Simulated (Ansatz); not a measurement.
# BF2H3O: the cost of one run

All numbers below are computed with Ansatz 0.2.0 (RKS BHLYP-D4/6-31G*).

## (1) The structure to begin with

Bond lengths: B1–F2 1.670 Å, B1–F3 1.320 Å, B1–H4 1.190 Å, B1–O5 1.710 Å, O5–H6 1.010 Å, F2–H7 1.041 Å, O5–H7 1.132 Å. Angles: B1–F2–H7 80.7°, F2–B1–F3 120.0°, F2–B1–H4 120.0°, F2–B1–O5 71.6°, F3–B1–H4 120.0°, F3–B1–O5 96.8°, H4–B1–O5 101.3°, B1–O5–H6 109.5°, B1–O5–H7 76.7°, H6–O5–H7 40.8°, F2–H7–O5 131.0°.

As a file:

```xyz
7

B     0.0000    0.0000    0.0000
F     0.0000    0.0000    1.6700
F     1.1431    0.0000   -0.6600
H    -1.0305    0.0000   -0.5950
O     0.0766    1.6210    0.5392
H     0.4753    1.6492    1.4668
H     0.0485    1.0264    1.5024
```

## (2) Pulling towards end A

Springs on the bonds that form and break draw the guess towards this end; the thresholds are loose.

Contents of input.yaml:

```yaml
crystal:
  periodic: [false, false, false]
  atoms:
    - { symbol: B, position_ang: [0.0, 0.0, 0.0] }
    - { symbol: F, position_ang: [0.0, 0.0, 1.67] }
    - { symbol: F, position_ang: [1.1431, 0.0, -0.66] }
    - { symbol: H, position_ang: [-1.0305, 0.0, -0.595] }
    - { symbol: O, position_ang: [0.0766, 1.621, 0.5392] }
    - { symbol: H, position_ang: [0.4753, 1.6492, 1.4668] }
    - { symbol: H, position_ang: [0.0485, 1.0264, 1.5024] }
basis:
  gaussian: { orbitals: "6-31G*" }
hamiltonian:
  xc: { name: BHLYP }
  dispersion: d4
relax:
  f_tol: 0.15
  max_steps: 25
  restrain:
    - { distance: [0, 4], at: 2.61, k: 30.0 }
    - { distance: [6, 1], at: 2.12, k: 30.0 }
    - { distance: [0, 1], at: 1.32, k: 30.0 }
    - { distance: [6, 4], at: 1.01, k: 30.0 }
```

The run is started by

```console
$ ansatz run input.yaml --threads 1 --pin off --max-ram 2048MiB --backend cpu --events-out ev --progress --plain --runs-dir out
```

Q: Estimate wall time and peak memory on 1 thread of AMD EPYC 9R45 (Zen 5), shared host.

About 9.5 s, with a peak of 0.15 GiB.
